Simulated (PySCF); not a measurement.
**C2H10Ge2: a tour of settings**

Which settings matter for C2H10Ge2 (`C[CH2][GeH2][GeH3]`)?

Programs: PySCF 2.14.0, with density-fitted response routines of our own. Each step states its level of theory. These are calculated values for one molecule, in the gas phase or a continuum, unless marked as measured. Atoms count from 0, in the outputs and in this text.

## 1. The molecule as given

14 atoms, charge 0, multiplicity 1; geometry from: GFN2-xTB.

Bonds of the start (Å): C0–C1 1.52, C1–Ge2 1.98, Ge2–Ge3 2.38, C0–H4 1.09, C0–H5 1.09, C0–H6 1.09, C1–H7 1.09, C1–H8 1.09, Ge2–H9 1.51, Ge2–H10 1.51, Ge3–H11 1.50, Ge3–H12 1.50, Ge3–H13 1.50.

## 2. NMR shieldings: PBE0/pcSseg-1

What the job is given:

```
{"job": {"kind": "nmr", "xc": "PBE0", "basis": "pcSseg-1"}, "charge": 0, "multiplicity": 1}
C     -1.763435     0.165624    -0.239133
C     -1.202466    -0.445484     1.037592
Ge     0.641022     0.196950     1.395268
Ge     2.056566    -0.026789    -0.507993
H     -1.793587     1.251951    -0.162840
H     -2.773382    -0.191796    -0.435111
H     -1.136336    -0.095547    -1.093163
H     -1.845136    -0.199676     1.884109
H     -1.191805    -1.533936     0.951352
H      1.201061    -0.515583     2.605007
H      0.582776     1.645023     1.823605
H      1.924417    -1.351899    -1.200602
H      1.779089     0.988871    -1.576930
H      3.520537     0.111819    -0.223302
```

Method: GIAO PBE0/pcSseg-1 NMR shielding, non-relativistic, gas phase.

Started as:

```console
$ OMP_NUM_THREADS=1 python probes_run.py task.json out
```

One launch serves the whole session: the jobs run in the order shown.

Standard output:

```text
coarse grid: 49912 points
cycle   1  E = -4235.0614667509  dE = -1.281e+00  |g| = 1.188e+00  |ddm| = 3.362e+00
cycle   2  E = -4235.0227467153  dE =  3.872e-02  |g| = 1.172e+00  |ddm| = 1.074e+00
cycle   3  E = -4235.1496743446  dE = -1.269e-01  |g| = 1.231e-01  |ddm| = 7.226e-01
cycle   4  E = -4235.1521370888  dE = -2.463e-03  |g| = 4.146e-02  |ddm| = 1.300e-01
cycle   5  E = -4235.1525770113  dE = -4.399e-04  |g| = 5.203e-03  |ddm| = 3.677e-02
cycle   6  E = -4235.1525829421  dE = -5.931e-06  |g| = 1.105e-03  |ddm| = 6.959e-03
final grid: 102216 points
cycle   7  E = -4235.1525859691  dE = -1.313e-07  |g| = 1.163e-03  |ddm| = 3.342e-03
cycle   8  E = -4235.1525859507  dE =  1.844e-08  |g| = 1.450e-03  |ddm| = 2.714e-03
cycle   9  E = -4235.1525863222  dE = -3.715e-07  |g| = 1.426e-04  |ddm| = 1.237e-03
cycle  10  E = -4235.1525863268  dE = -4.572e-09  |g| = 6.291e-06  |ddm| = 1.498e-04
cycle  11  E = -4235.1525863268  dE = -9.095e-12  |g| = 3.166e-06  |ddm| = 7.467e-06
converged SCF energy = -4235.1525863268

GIAO shielding tensors (ppm)
atom      isotropic    diamagn.    paramagn.     s11        s22        s33       span
  0 C      172.250     248.463     -76.213    163.068    167.140    186.541     23.473
  1 C      177.881     249.959     -72.078    172.498    177.965    183.179     10.680
  2 Ge    1558.101    2755.291   -1197.189   1464.082   1519.289   1690.934    226.852
  3 Ge    1697.169    2755.804   -1058.635   1668.711   1693.000   1729.795     61.084
  4 H       30.605      30.808      -0.203     26.076     28.949     36.789     10.713
  5 H       30.161      28.905       1.256     24.748     26.994     38.741     13.993
  6 H       30.653      31.856      -1.203     24.636     31.967     35.354     10.719
  7 H       30.498      29.865       0.633     24.793     28.282     38.419     13.626
  8 H       30.676      30.966      -0.290     25.706     28.540     37.781     12.075
  9 H       27.796      29.179      -1.382     20.652     22.465     40.271     19.619
 10 H       27.966      29.511      -1.546     21.348     22.750     39.799     18.452
 11 H       28.592      29.272      -0.680     21.561     23.327     40.888     19.328
 12 H       28.474      29.251      -0.778     21.430     23.361     40.630     19.200
 13 H       28.584      28.785      -0.201     21.669     22.454     41.629     19.961
```

Wall time 2.1 min (1 thread of Intel Xeon at 2.50GHz, shared host); peak memory 0.87 GiB.

The references, computed at this level on geometries of the same kind, shield at (ppm): 1H TMS 31.72, 13C TMS 186.9, 73Ge GeMe4 1331. Their shielding less the atom's gives the shift. The references are single molecules in the gas phase. Atoms listed in one row are averaged.

| atoms | environment | σ (ppm) | δ (ppm) |
| --- | --- | --- | --- |
| C0 | methyl carbon | 172.2 | 14.7 |
| C1 | sp3 CH2 bonded to Ge | 177.9 | 9.0 |
| H9, H10 | hydrogen on a germanium bonded to C, Ge | 27.88 | 3.84 |
| H11, H12, H13 | hydrogen on a germanium bonded to Ge | 28.55 | 3.17 |
| H4, H5, H6 | hydrogen on a methyl carbon | 30.47 | 1.24 |
| H7, H8 | hydrogen on an sp3 CH2 bonded to Ge | 30.59 | 1.13 |
| Ge2 | germanium bonded to C, Ge, 2 H | 1558 | -227 |
| Ge3 | germanium bonded to Ge, 3 H | 1697 | -366 |

The run also stored atomic charges by several schemes (e):

```
atoms  Mulliken    IAO  Hirshfeld  ESP fit
   C0     -0.28  -0.41      -0.12    -0.19
   C1     -0.51  -0.48      -0.14    -0.01
  Ge2      0.15   0.37       0.25     0.14
  Ge3     -0.02   0.19       0.19     0.12
```

Mayer bond orders: C0–C1 1.03, C1–Ge2 0.95, Ge2–Ge3 0.92.

## 3. Ultraviolet spectrum: PBE0/def2-SVPD

The job, as its differences from that of step 2:

```diff
@@ -1,2 +1,2 @@
-{"job": {"kind": "nmr", "xc": "PBE0", "basis": "pcSseg-1"}, "charge": 0, "multiplicity": 1}
+{"job": {"kind": "uv", "xc": "PBE0", "basis": "def2-SVPD", "nstates": 6, "ntriplets": 2}, "charge": 0, "multiplicity": 1}
 C     -1.763435     0.165624    -0.239133
```

Level: TDDFT PBE0/def2-SVPD, vertical, gas phase, core orbitals frozen in the response.

Standard output:

```text
coarse grid: 49912 points
cycle   1  E = -4234.9848369686  dE = -1.166e+00  |g| = 5.531e-01  |ddm| = 4.295e+00
cycle   2  E = -4234.9660140221  dE =  1.882e-02  |g| = 6.294e-01  |ddm| = 1.040e+00
cycle   3  E = -4235.0278133036  dE = -6.180e-02  |g| = 4.425e-02  |ddm| = 6.348e-01
cycle   4  E = -4235.0283139667  dE = -5.007e-04  |g| = 1.789e-02  |ddm| = 7.637e-02
cycle   5  E = -4235.0283881654  dE = -7.420e-05  |g| = 3.019e-03  |ddm| = 2.360e-02
cycle   6  E = -4235.0283907202  dE = -2.555e-06  |g| = 4.829e-04  |ddm| = 6.447e-03
final grid: 102216 points
cycle   7  E = -4235.0283871669  dE = -1.370e-07  |g| = 4.834e-04  |ddm| = 7.352e-03
cycle   8  E = -4235.0283871646  dE =  2.330e-09  |g| = 5.467e-04  |ddm| = 1.648e-03
cycle   9  E = -4235.0283872331  dE = -6.848e-08  |g| = 5.121e-05  |ddm| = 7.540e-04
cycle  10  E = -4235.0283872335  dE = -4.629e-10  |g| = 3.926e-06  |ddm| = 6.963e-05
converged SCF energy = -4235.0283872335

Static polarisability (au): isotropic 90.110, principal 77.151 89.266 103.913

Singlet excitations
state   eV       nm        f      main configurations
  1   7.1947    172.3   0.04498   H->L 0.92
  2   7.3957    167.6   0.11203   H->L+1 0.79, H-1->L 0.10
  3   7.4726    165.9   0.01228   H->L+2 0.55, H-1->L 0.28, H->L+3 0.09
  4   7.5455    164.3   0.05905   H->L+3 0.57, H-1->L 0.29
  5   7.6917    161.2   0.09631   H-1->L 0.27, H->L+2 0.21, H->L+3 0.21
  6   7.8012    158.9   0.23486   H-1->L+1 0.74, H->L+2 0.09

Triplet excitations (Tamm-Dancoff, eV): 6.5151 6.7041
```

It took 1.8 min on 1 thread of Intel Xeon at 2.50GHz, shared host; peak memory 0.81 GiB.

The orbitals next to the gap, with their largest atomic shares:

| orbital | eV | atoms |
| --- | --- | --- |
| HOMO−3 | -9.56 | Ge3 41 %, H13 30 %, H11 13 % |
| HOMO−2 | -9.01 | Ge2 27 %, Ge3 16 %, H9 16 % |
| HOMO−1 | -8.50 | Ge2 28 %, C1 17 %, Ge3 12 % |
| HOMO | -8.07 | Ge2 26 %, Ge3 25 %, C1 21 % |
| LUMO | 0.23 | Ge2 26 %, Ge3 15 %, C1 11 % |
| LUMO+1 | 0.27 | Ge3 37 %, Ge2 13 %, H12 11 % |
| LUMO+2 | 0.57 | Ge3 32 %, Ge2 29 %, H10 10 % |

With each of the 6 states as a Gaussian band of 0.4 eV half-width at 1/e, the curve within the window shown has maxima at 162 nm (ε 18,000) L/(mol cm). Beyond the last state computed it falls off for lack of states. The curve at chosen wavelengths:

nm, ε (L/mol/cm) and a bar:
```
      153       7388 ############
      154       9134 ###############
      156      12700 #####################
      157      14334 ########################
      158      15753 ##########################
      160      17698 #############################
      161      18157 ##############################
      163      18061 ##############################
      164      17567 #############################
      165      16834 ############################
      167      14850 ########################
      168      13695 ######################
      169      12487 ####################
      171      10047 ################
      172       8871 ##############
      173       7750 ############
      175       5731 #########
      176       4850 ########
      177       4062 ######
      179       2758 ####
      180       2236 ###
      182       1424 ##
      183       1118 #
      184        869 #
      186        509 
      187        384
```

Ground-state properties from the same run:

```csv
property,computed
dipole moment (D),0.97
polarisability (Å³),13.35
HOMO–LUMO gap (eV),8.30
−ε(HOMO) (eV),8.07
```

## 4. Nuclear shieldings: HCTH407/pcSseg-1

The job, as its differences from that of step 3:

```diff
@@ -1,2 +1,2 @@
-{"job": {"kind": "uv", "xc": "PBE0", "basis": "def2-SVPD", "nstates": 6, "ntriplets": 2}, "charge": 0, "multiplicity": 1}
+{"job": {"kind": "nmr", "xc": "HCTH407", "basis": "pcSseg-1", "pop": true, "scf": {"guess": "sap", "conv": 1e-08}}, "charge": 0, "multiplicity": 1}
 C     -1.763435     0.165624    -0.239133
```

Method: GIAO HCTH407/pcSseg-1 NMR shielding, non-relativistic, gas phase.

Standard output:

```text
final grid: 102216 points
cycle   1  E = -4226.3955071692  dE =  9.553e+00  |g| = 4.617e+00  |ddm| = 3.315e+01
cycle   2  E = -4058.2460158043  dE =  1.681e+02  |g| = 1.969e+01  |ddm| = 3.756e+01
cycle   3  E = -4202.6183942170  dE = -1.444e+02  |g| = 9.186e+00  |ddm| = 1.805e+01
cycle   4  E = -4230.0734468934  dE = -2.746e+01  |g| = 4.732e+00  |ddm| = 8.774e+00
cycle   5  E = -4237.7786165229  dE = -7.705e+00  |g| = 1.106e+00  |ddm| = 6.566e+00
cycle   6  E = -4237.8575191606  dE = -7.890e-02  |g| = 1.017e+00  |ddm| = 1.620e+00
cycle   7  E = -4238.0757448332  dE = -2.182e-01  |g| = 1.329e-01  |ddm| = 1.081e+00
cycle   8  E = -4238.0782358983  dE = -2.491e-03  |g| = 7.193e-02  |ddm| = 2.472e-01
cycle   9  E = -4238.0797209965  dE = -1.485e-03  |g| = 3.829e-02  |ddm| = 1.218e-01
cycle  10  E = -4238.0800741730  dE = -3.532e-04  |g| = 9.944e-03  |ddm| = 4.080e-02
cycle  11  E = -4238.0800938006  dE = -1.963e-05  |g| = 2.250e-03  |ddm| = 1.022e-02
cycle  12  E = -4238.0800945839  dE = -7.834e-07  |g| = 2.483e-04  |ddm| = 2.192e-03
cycle  13  E = -4238.0800946115  dE = -2.761e-08  |g| = 4.750e-05  |ddm| = 5.025e-04
cycle  14  E = -4238.0800946123  dE = -7.603e-10  |g| = 9.339e-06  |ddm| = 7.321e-05
converged SCF energy = -4238.0800946123

GIAO shielding tensors (ppm)
atom      isotropic    diamagn.    paramagn.     s11        s22        s33       span
  0 C      167.986     247.663     -79.677    158.297    162.264    183.398     25.101
  1 C      170.005     248.978     -78.973    163.015    170.655    176.345     13.329
  2 Ge    1489.638    2757.441   -1267.804   1390.719   1452.506   1625.689    234.970
  3 Ge    1636.678    2757.745   -1121.067   1603.777   1627.514   1678.741     74.964
  4 H       30.534      30.917      -0.382     26.308     28.930     36.364     10.056
  5 H       30.087      28.737       1.350     24.963     27.123     38.174     13.211
  6 H       30.533      32.235      -1.702     24.842     31.839     34.919     10.077
  7 H       30.310      29.493       0.817     24.908     28.360     37.662     12.754
  8 H       30.486      30.928      -0.442     25.783     28.633     37.042     11.259
  9 H       27.732      29.148      -1.416     20.816     22.602     39.777     18.961
 10 H       27.921      29.609      -1.688     21.502     22.894     39.367     17.866
 11 H       28.572      29.549      -0.976     21.773     23.455     40.489     18.716
 12 H       28.454      29.566      -1.112     21.622     23.519     40.220     18.598
 13 H       28.573      28.785      -0.211     21.866     22.656     41.198     19.332
```

Wall time 2.3 min (1 thread of Intel Xeon at 2.50GHz, shared host); peak memory 0.75 GiB.

Key values: σ C0 168.0, C1 170.0, Ge2 1490, Ge3 1637, H9 27.83, H11 28.53 ppm (means over like atoms).

[end of part 1 of 2]
